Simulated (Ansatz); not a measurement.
# GaGeH5OS: geometry optimisation

Aim: relax GaGeH5OS at this level.

The runs use Ansatz 0.2.0; RKS r2SCAN0-D4/def2-SVP.

### 1 Where the work starts

SMILES `[OH][GeH2][S][GaH2]`, 9 atoms, charge 0, spin multiplicity 1.

Atoms are counted from 1 here; the program's logs count them from 0.

Bond lengths: O1–Ge2 1.903 Å, O1–Ga4 2.119 Å, O1–H5 0.977 Å, Ge2–S3 2.178 Å, Ge2–H6 1.558 Å, Ge2–H7 1.552 Å, S3–Ga4 2.371 Å, Ga4–H8 1.573 Å, Ga4–H9 1.581 Å. Angles: Ge2–O1–Ga4 96.0°, Ge2–O1–H5 113.9°, Ga4–O1–H5 114.6°, O1–Ge2–S3 95.6°, O1–Ge2–H6 103.8°, O1–Ge2–H7 106.3°, S3–Ge2–H6 118.9°, S3–Ge2–H7 117.4°, H6–Ge2–H7 111.4°, Ge2–S3–Ga4 82.2°, O1–Ga4–S3 84.6°, O1–Ga4–H8 107.2°, O1–Ga4–H9 101.0°, S3–Ga4–H8 112.8°, S3–Ga4–H9 114.3°, H8–Ga4–H9 126.5°.

Geometry (Å):

```
O    -0.6296    0.0449   -0.8550
Ge    1.1210    0.7231   -0.5436
S     1.5332   -0.5375    1.1837
Ga   -0.7744   -1.0357    0.9624
H    -1.3087    0.7383   -0.9710
H     0.8946    2.2487   -0.3264
H     1.9317    0.4494   -1.8379
H    -1.0406   -2.5402    0.5880
H    -1.7271   -0.0911    1.7997
```

### 2 Relaxation

File input.yaml:

```yaml
crystal:
  periodic: [false, false, false]
  atoms:
    - { symbol: O, position_ang: [-0.629647, 0.04495, -0.854975] }
    - { symbol: Ge, position_ang: [1.121014, 0.723102, -0.54357] }
    - { symbol: S, position_ang: [1.53317, -0.537506, 1.183655] }
    - { symbol: Ga, position_ang: [-0.774404, -1.035661, 0.962435] }
    - { symbol: H, position_ang: [-1.308682, 0.738347, -0.970987] }
    - { symbol: H, position_ang: [0.894617, 2.248679, -0.326352] }
    - { symbol: H, position_ang: [1.931677, 0.449435, -1.837903] }
    - { symbol: H, position_ang: [-1.040639, -2.540239, 0.587999] }
    - { symbol: H, position_ang: [-1.727096, -0.091096, 1.799699] }
basis:
  gaussian: { orbitals: def2-SVP }
hamiltonian:
  xc: { name: r2SCAN0 }
  dispersion: d4
output:
  forces: true
relax:
  f_tol: 0.003
  max_steps: 120
```

The run is started by

```bash
> ansatz run input.yaml --threads 1 --pin off --max-ram 2560MiB --backend cpu --events-out ev --progress --plain --runs-dir out
```

Log:

```text
Warning: RAYON_NUM_THREADS=1 ignored (pool sized by the plan → 1); use --threads N
The last accepted step is kept in <dir> (removed where the run ends without a failure and the disk answers)
Engine: ansatz 0.2.0, x86_64-unknown-linux-gnu
Functional definition: r2SCAN0
  parameter a = 0.25
  parameter k0 = 0.174
  parameter k1 = 0.065
  parameter a1 = 4.9479
  exchange = (1 - a)*r2scan_x(k0 = k0, k1 = k1, a1 = a1) + a*exact_x
  correlation = r2scan_c
1254 factors; integrals over basis functions are off by at most 3.2e-4 eV
mean field evaluation 1: about -121836.3846 eV, gradient 4.5e1 eV
mean field evaluation 2: about -121831.6150 eV, gradient 6.8e1 eV
mean field evaluation 4: about -121839.6956 eV, gradient 3.0e0 eV
mean field evaluation 8: about -121839.7233 eV, gradient 8.2e-2 eV
mean field evaluation 16: about -121839.7233 eV, gradient 1.5e-5 eV
mean field -121839.72327555 eV, -4477.5272444458 hartree, gradient 1.5e-5 eV, S^2 0.000000; 0 other end points of the search recorded, 0 dependent functions left out
the calculation of the forces begins
reference -121839.72328538 eV, -4477.5272448070 hartree; 46, 46 occupied and 75, 75 virtual orbitals, 1254 factors
relax step   1: F+E_penalty+E_count = -121839.79436717 eV  Δ(F+E_penalty+E_count) = +0.000e0 eV  max|allowed force component| = 7.257e-1 eV/Å  Δτ_max = 0.0000 Å  (27 SCF iters, accepted)
these checks for a lower state are left out or cut short: starts, cluster_reference, orbital_swaps, neighbouring_geometries, increment
1254 factors; integrals over basis functions are off by at most 3.1e-4 eV
mean field -121839.77239012 eV, -4477.5290493730 hartree, gradient 8.4e-6 eV, S^2 0.000000; 0 other end points of the search recorded, 0 dependent functions left out
the calculation of the forces begins
reference -121839.77239994 eV, -4477.5290497337 hartree; 46, 46 occupied and 75, 75 virtual orbitals, 1254 factors
relax step   2: F+E_penalty+E_count = -121839.84380828 eV  Δ(F+E_penalty+E_count) = -4.944e-2 eV  max|allowed force component| = 2.831e-1 eV/Å  Δτ_max = 0.0317 Å  (29 SCF iters, accepted)
these checks for a lower state are left out or cut short: starts, cluster_reference, orbital_swaps, neighbouring_geometries, increment
1254 factors; integrals over basis functions are off by at most 3.1e-4 eV
mean field -121839.77848348 eV, -4477.5292732999 hartree, gradient 7.3e-6 eV, S^2 0.000000; 0 other end points of the search recorded, 0 dependent functions left out
the calculation of the forces begins
reference -121839.77849329 eV, -4477.5292736602 hartree; 46, 46 occupied and 75, 75 virtual orbitals, 1254 factors
relax step   3: F+E_penalty+E_count = -121839.85000839 eV  Δ(F+E_penalty+E_count) = -6.200e-3 eV  max|allowed force component| = 1.074e-1 eV/Å  Δτ_max = 0.0215 Å  (29 SCF iters, accepted)
these checks for a lower state are left out or cut short: starts, cluster_reference, orbital_swaps, neighbouring_geometries, increment
1254 factors; integrals over basis functions are off by at most 3.1e-4 eV
mean field evaluation 32: about -121839.7434 eV, gradient 3.4e0 eV
mean field -121839.78042066 eV, -4477.5293444900 hartree, gradient 8.0e-6 eV, S^2 0.000000; 0 other end points of the search recorded, 0 dependent functions left out
the calculation of the forces begins
reference -121839.78043047 eV, -4477.5293448502 hartree; 46, 46 occupied and 75, 75 virtual orbitals, 1254 factors
relax step   4: F+E_penalty+E_count = -121839.85194095 eV  Δ(F+E_penalty+E_count) = -1.933e-3 eV  max|allowed force component| = 1.302e-1 eV/Å  Δτ_max = 0.0394 Å  (29 SCF iters, accepted)
these checks for a lower state are left out or cut short: starts, cluster_reference, orbital_swaps, neighbouring_geometries, increment
1254 factors; integrals over basis functions are off by at most 3.1e-4 eV
mean field -121839.78377000 eV, -4477.5294675760 hartree, gradient 7.3e-6 eV, S^2 0.000000; 0 other end points of the search recorded, 0 dependent functions left out
the calculation of the forces begins
reference -121839.78377982 eV, -4477.5294679368 hartree; 46, 46 occupied and 75, 75 virtual orbitals, 1254 factors
relax step   5: F+E_penalty+E_count = -121839.85525800 eV  Δ(F+E_penalty+E_count) = -3.317e-3 eV  max|allowed force component| = 9.341e-2 eV/Å  Δτ_max = 0.0339 Å  (29 SCF iters, accepted)
these checks for a lower state are left out or cut short: starts, cluster_reference, orbital_swaps, neighbouring_geometries, increment
1254 factors; integrals over basis functions are off by at most 3.1e-4 eV
mean field -121839.78426803 eV, -4477.5294858780 hartree, gradient 1.3e-5 eV, S^2 0.000000; 0 other end points of the search recorded, 0 dependent functions left out
the calculation of the forces begins
reference -121839.78427785 eV, -4477.5294862389 hartree; 46, 46 occupied and 75, 75 virtual orbitals, 1254 factors
relax step   6: F+E_penalty+E_count = -121839.85573796 eV  Δ(F+E_penalty+E_count) = -4.800e-4 eV  max|allowed force component| = 2.611e-2 eV/Å  Δτ_max = 0.0090 Å  (24 SCF iters, accepted)
these checks for a lower state are left out or cut short: starts, cluster_reference, orbital_swaps, neighbouring_geometries, increment
1254 factors; integrals over basis functions are off by at most 3.1e-4 eV
mean field -121839.78441265 eV, -4477.5294911927 hartree, gradient 7.5e-6 eV, S^2 0.000000; 0 other end points of the search recorded, 0 dependent functions left out
the calculation of the forces begins
reference -121839.78442247 eV, -4477.5294915536 hartree; 46, 46 occupied and 75, 75 virtual orbitals, 1254 factors
relax step   7: F+E_penalty+E_count = -121839.85588216 eV  Δ(F+E_penalty+E_count) = -1.442e-4 eV  max|allowed force component| = 1.313e-2 eV/Å  Δτ_max = 0.0145 Å  (28 SCF iters, accepted)
these checks for a lower state are left out or cut short: starts, cluster_reference, orbital_swaps, neighbouring_geometries, increment
1254 factors; integrals over basis functions are off by at most 3.1e-4 eV
mean field evaluation 64: about -121839.7845 eV, gradient 1.8e-5 eV
mean field -121839.78447437 eV, -4477.5294934611 hartree, gradient 1.8e-5 eV, S^2 0.000000; 0 other end points of the search recorded, 0 dependent functions left out
the calculation of the forces begins
reference -121839.78448419 eV, -4477.5294938220 hartree; 46, 46 occupied and 75, 75 virtual orbitals, 1254 factors
relax step   8: F+E_penalty+E_count = -121839.85593660 eV  Δ(F+E_penalty+E_count) = -5.444e-5 eV  max|allowed force component| = 1.925e-3 eV/Å  Δτ_max = 0.0041 Å  (24 SCF iters, accepted)
1254 factors; integrals over basis functions are off by at most 3.1e-4 eV
mean field -121839.78447437 eV, -4477.5294934611 hartree, gradient 1.8e-5 eV, S^2 0.000000; 1 other end points of the search recorded, 0 dependent functions left out
the calculation of the forces begins
reference -121839.78448419 eV, -4477.5294938220 hartree; 46, 46 occupied and 75, 75 virtual orbitals, 1254 factors
Total energy: -121839.85594642 eV, -4477.5321200105 hartree
Atom 0 at    -0.619705     0.091345    -0.778518 Å, force     0.000223    -0.001891     0.001925 eV/Å
Atom 1 at     1.112476     0.727306    -0.536155 Å, force    -0.001436     0.000725    -0.001840 eV/Å
Atom 2 at     1.504599    -0.497943     1.188903 Å, force     0.001004    -0.001427     0.001524 eV/Å
Atom 3 at    -0.767407    -1.022454     0.962027 Å, force    -0.000205     0.000930    -0.001532 eV/Å
Atom 4 at    -1.312591     0.697074    -1.054276 Å, force    -0.000449     0.000402    -0.000012 eV/Å
Atom 5 at     0.946291     2.237569    -0.338270 Å, force     0.000346     0.000600     0.000170 eV/Å
Atom 6 at     1.877265     0.411047    -1.820448 Å, force     0.000197    -0.000283     0.000189 eV/Å
Atom 7 at    -1.024075    -2.495663     0.536585 Å, force     0.000894     0.000110    -0.000684 eV/Å
Atom 8 at    -1.716845    -0.148269     1.840152 Å, force    -0.000574     0.000834     0.000260 eV/Å
Dipole moment:    -0.230860     0.555073    -0.577670 e Å
```

Run time: 2 min. Hardware: 1 thread of AMD EPYC 7R43 (Zen 3), shared host; peak memory 0.37 GiB.

Relaxation path:

```
step  energy from step 1 (eV)  largest force component (eV/Å)
   1                   0.0000                          0.7257
   2                  -0.0494                          0.2831
   3                  -0.0556                          0.1074
   4                  -0.0576                          0.1302
   5                  -0.0609                          0.0934
   6                  -0.0614                          0.0261
   7                  -0.0615                          0.0131
   8                  -0.0616                          0.0019
```

Close pairs (by a distance rule), those that changed most:

```
  bond  before (Å)  after (Å)  change (Å)
O1–Ga4       2.119      2.072      -0.048
O1–Ge2       1.903      1.861      -0.042
S3–Ga4       2.371      2.343      -0.028
Ge2–S3       2.178      2.152      -0.026
Ge2–H6       1.558      1.532      -0.025
Ge2–H7       1.552      1.528      -0.024
Ga4–H9       1.581      1.561      -0.020
Ga4–H8       1.573      1.555      -0.018
```

### 3 Summary of results

| quantity | value |
| --- | --- |
| energy gained | 0.0616 eV |
| root mean square move | 0.064 Å |
| dipole moment | 4.00 D |

Bond lengths: O1–Ge2 1.861 Å, O1–Ga4 2.072 Å, O1–H5 0.961 Å, Ge2–S3 2.152 Å, Ge2–H6 1.532 Å, Ge2–H7 1.528 Å, S3–Ga4 2.343 Å, Ga4–H8 1.555 Å, Ga4–H9 1.561 Å. Angles: Ge2–O1–Ga4 98.1°, Ge2–O1–H5 119.5°, Ga4–O1–H5 121.9°, O1–Ge2–S3 94.6°, O1–Ge2–H6 104.6°, O1–Ge2–H7 106.6°, S3–Ge2–H6 118.5°, S3–Ge2–H7 117.7°, H6–Ge2–H7 111.5°, Ge2–S3–Ga4 82.7°, O1–Ga4–S3 83.8°, O1–Ga4–H8 106.9°, O1–Ga4–H9 102.4°, S3–Ga4–H8 113.5°, S3–Ga4–H9 114.2°, H8–Ga4–H9 125.7°. No frequencies were computed here.
